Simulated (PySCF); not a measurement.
# TaOH2: relaxation and vibrations of the doublet

The task is one start of a wider search on TaOH2: the doublet, from a trigonal planar start. It is relaxed, tested by its Hessian and followed downhill if it is a saddle.

Method: PBE0, basis Ta def2-TZVP with ECP60, O def2-TZVP, H def2-TZVP, scalar-relativistic core potentials, no spin–orbit coupling, density fitting; program: PySCF 2.14.0.

## 1. The starting structure

4 atoms, charge 0, spin multiplicity 2.

Bond lengths: Ta1–O2 1.830 Å, Ta1–H3 1.780 Å, Ta1–H4 1.780 Å. Angles: O2–Ta1–H3 120.0°, O2–Ta1–H4 120.0°, H3–Ta1–H4 120.0°.

```xyz
4
charge 0 multiplicity 2
Ta    0.1381    0.0000    0.0000
O    -1.6919    0.0000    0.0000
H     1.0281   -1.5415    0.0000
H     1.0281    1.5415    0.0000
```

## 2. First SCF at the start

The steps below are one call of a driver around PySCF. For each, scf.py gives the equivalent set-up of the SCF; relaxations use the driver's own optimiser. After this first run the driver tries any further starts and a stability analysis.

File scf.py:

```python
from pyscf import gto, scf, dft
mol = gto.M(atom='''
Ta     0.138100    -0.000000     0.000000
O     -1.691880     0.000010     0.000000
H      1.028100    -1.541530     0.000000
H      1.028080     1.541510     0.000000''',
    basis={'Ta': 'def2-TZVP', 'O': 'def2-TZVP', 'H': 'def2-TZVP'},
    ecp={'Ta': 'def2-TZVP'},
    charge=0, spin=1)
mf = dft.UKS(mol, xc='PBE0')
mf.grids.atom_grid = (50, 194)
aux = {'Ta': 'def2-universal-JKFIT', 'O': 'def2-universal-JKFIT', 'H': 'def2-universal-JKFIT'}
mf = mf.density_fit(auxbasis=aux)
mf.conv_tol = 1e-08
mf.diis_space = 10
mf.max_cycle = 60
mf.init_guess = 'minao'
mf.verbose = 4
mf.kernel()
```

Started as:

```console
$ OMP_NUM_THREADS=2 python axn.py task.json out
```

Further steps of the session: Relaxation: trigonal planar start, doublet; Frequencies; Downhill along the imaginary mode; Hessian and properties.

Q: Predict the outcome of this session. Wanted: minimum; geometry; wavenumbers; dipole moment; highest occupied, lowest empty level; polar-tensor charge of Ta1; zero-point energy; atomisation energy; ⟨S²⟩.

**Answer**, as computed:

| quantity | value |
| --- | --- |
| minimum | doublet, Cs |
| geometry | Ta–H 1.785 Å (×2), Ta–O 1.694 Å; H–Ta–H 118.4°, H–Ta–O 104.7° (×2) |
| wavenumbers (cm⁻¹) | 508 (a'), 585 (a''), 722 (a'), 1044 (a'), 1836 (a''), 1853 (a') |
| dipole moment | 3.62 D |
| highest occupied, lowest empty level (either spin) | -6.21, -2.53 eV |
| polar-tensor charge of Ta1 | +1.28 e |
| zero-point energy | 39.2 kJ/mol |
| entropy at 298.15 K | 274.6 J/(mol K) |
| atomisation energy (no zero-point energy) | 1351 kJ/mol |
| ⟨S²⟩ | 0.756 |

In words: The trigonal planar start (C2v) ends in a minimum of Cs symmetry, after a stop at a saddle point 25.8 kJ/mol higher, from which it was pushed off along an imaginary mode. In the infrared the band at 1836 cm⁻¹ (a'', stretch) leads. Most of the spin sits on Ta1 (Mulliken spin 1.13, against 1 for the whole molecule). Only this shape and spin were tried, so other structures or states may lie lower. One determinant may miss the lowest occupation of an open d or f shell. With an element this heavy the missing spin–orbit coupling can shift these numbers.
